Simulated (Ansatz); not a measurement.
# C10H12O2Zr: a ladder of functionals and wavefunction methods

One table from this session's results is given with a row withheld; the runs are named, their logs left out.

Method: functionals in def2-TZVPP, the program's frozen cores in correlated methods; program: Ansatz 0.2.0, Gaussian basis.

Levels to be run: LDA (SPW92), PBE-D4, revPBE-D4, BLYP-D4, r2SCAN-D4, B97M-V, PBE0-D4, B3LYP-D4, r2SCANh-D4, r2SCAN0-D4, HSE06-D4, BHLYP-D4, CAM-B3LYP-D4, LC-ωPBE, ωB97X-V, ωB97M-V, B2PLYP, PBE-QIDH; CCSD(T)/def2-SVP; CCSD(T)/def2-TZVPP; MP2/def2-QZVPP; extrapolation to the limit; RPA on PBE.

1 further run of the same task is left out (for a known fault of the program).

## Structure used throughout

An earlier PBE0-D4 in a triple-zeta def2 set relaxation fixed the geometry. Zr takes the def2 core potential; no spin-orbit term is included.

SMILES `[OH][Zr]12345678([OH])([C@H]9[C@@H]1[C@@H]2[C@@H]3[C@H]94)[C@H]1[C@@H]5[C@@H]6[C@@H]7[C@H]18`, 25 atoms, charge 0, spin multiplicity 1.

Atoms are counted from 1 here; the program's logs count them from 0.

Bond lengths: O1–Zr2 1.992 Å, O1–H14 0.957 Å, Zr2–O3 1.992 Å, Zr2–C4 2.556 Å, Zr2–C5 2.562 Å, Zr2–C6 2.534 Å, Zr2–C7 2.539 Å, Zr2–C8 2.552 Å, Zr2–C9 2.562 Å, Zr2–C10 2.556 Å, Zr2–C11 2.552 Å, Zr2–C12 2.539 Å, Zr2–C13 2.534 Å, O3–H15 0.957 Å, C4–C5 1.406 Å, C4–C8 1.414 Å, C4–H16 1.080 Å, C5–C6 1.406 Å and more. Angles: Zr2–O1–H14 123.6°, O1–Zr2–O3 102.9°, O1–Zr2–C4 91.0°, O1–Zr2–C5 75.5°, O1–Zr2–C6 96.0°, O1–Zr2–C7 127.0°, O1–Zr2–C8 123.0°, O1–Zr2–C9 116.7°, O1–Zr2–C10 86.3°, O1–Zr2–C11 82.9°, O1–Zr2–C12 110.8°, O1–Zr2–C13 135.6°, O3–Zr2–C4 86.3°, O3–Zr2–C5 116.7°, O3–Zr2–C6 135.6°, O3–Zr2–C7 110.8°, O3–Zr2–C8 82.9°, O3–Zr2–C9 75.5° and more.

Set-up of the first run:

in.yaml reads:

```yaml
crystal:
  periodic: [false, false, false]
  atoms:
    - {symbol: O, position_ang: [-0.728495, -0.201329, -2.232504]}
    - {symbol: Zr, position_ang: [0.040810, -0.341067, -0.400688]}
    - {symbol: O, position_ang: [1.002072, -2.084691, -0.452096]}
    - {symbol: C, position_ang: [-1.990009, -1.670748, 0.398511]}
    - {symbol: C, position_ang: [-2.494378, -0.433260, -0.039159]}
    - {symbol: C, position_ang: [-1.991367, 0.569560, 0.808954]}
    - {symbol: C, position_ang: [-1.193848, -0.057200, 1.799241]}
    - {symbol: C, position_ang: [-1.194158, -1.438837, 1.544334]}
    - {symbol: C, position_ang: [2.512490, 0.282157, -0.139151]}
    - {symbol: C, position_ang: [2.085904, 0.865543, -1.345366]}
    - {symbol: C, position_ang: [1.141972, 1.872023, -1.035364]}
    - {symbol: C, position_ang: [0.974368, 1.894068, 0.359346]}
    - {symbol: C, position_ang: [1.816222, 0.898574, 0.915946]}
    - {symbol: H, position_ang: [-0.220152, 0.052209, -3.002373]}
    - {symbol: H, position_ang: [0.564884, -2.932694, -0.380902]}
    - {symbol: H, position_ang: [-2.175541, -2.627644, -0.067310]}
    - {symbol: H, position_ang: [-3.089541, -0.272562, -0.924138]}
    - {symbol: H, position_ang: [-2.191065, 1.627883, 0.727224]}
    - {symbol: H, position_ang: [-0.679343, 0.438716, 2.608567]}
    - {symbol: H, position_ang: [-0.655557, -2.185860, 2.108361]}
    - {symbol: H, position_ang: [3.188371, -0.553313, -0.047324]}
    - {symbol: H, position_ang: [2.419086, 0.585147, -2.334043]}
    - {symbol: H, position_ang: [0.617827, 2.494798, -1.745084]}
    - {symbol: H, position_ang: [0.321500, 2.554763, 0.909712]}
    - {symbol: H, position_ang: [1.917950, 0.663764, 1.965316]}
basis:
  gaussian: {orbitals: def2-TZVPP}
hamiltonian: {xc: lda}
output: {orbitals: {seedname: orbitals}}
```

The run is started by

```bash
$ ansatz run in.yaml --threads 11 --pin off --events-out ev --progress --plain --max-ram 110592MiB --backend cuda --devices 0, --max-vram 75GiB
```

Steps of the session up to this table: LDA; PBE-D4 (GGA); revPBE-D4 (GGA); BLYP-D4 (GGA); r2SCAN-D4 (meta-GGA); B97M-V (meta-GGA); PBE0-D4 (hybrid); B3LYP-D4 (hybrid); r2SCANh-D4 (hybrid); r2SCAN0-D4 (hybrid); HSE06-D4 (hybrid); BHLYP-D4 (hybrid); CAM-B3LYP-D4 (range-separated); LC-ωPBE (range-separated); ωB97X-V (range-separated); ωB97M-V (range-separated); B2PLYP (double hybrid); PBE-QIDH (double hybrid).

One of the session's tables, all rows but one given; the rest of the session is left out.

It belongs to the step «Orbital energies across the functionals». 

| functional | HOMO (eV) | gap (eV) |
| --- | --- | --- |
| LDA (SPW92) | -5.84 | 4.40 |
| PBE-D4 | -5.63 | 4.46 |
| revPBE-D4 | -5.56 | 4.48 |
| BLYP-D4 | -5.46 | 4.41 |
| r2SCAN-D4 | -5.81 | 4.81 |
| B97M-V | ? | ? |
| PBE0-D4 | -6.65 | 6.38 |
| B3LYP-D4 | -6.44 | 5.94 |
| r2SCANh-D4 | -6.20 | 5.53 |
| r2SCAN0-D4 | -6.78 | 6.60 |
| HSE06-D4 | -6.26 | 5.61 |
| BHLYP-D4 | -7.48 | 8.19 |
| CAM-B3LYP-D4 | -7.85 | 8.63 |
| LC-ωPBE | -9.11 | 10.95 |
| ωB97X-V | -8.78 | 10.50 |
| ωB97M-V | -8.70 | 9.85 |

**Question.** Estimate the row for B97M-V.

The run gave: HOMO (eV): -5.85; gap (eV): 4.88. In the column «HOMO (eV)» it lies between r2SCANh-D4 (-6.20) and LDA (SPW92) (-5.84).
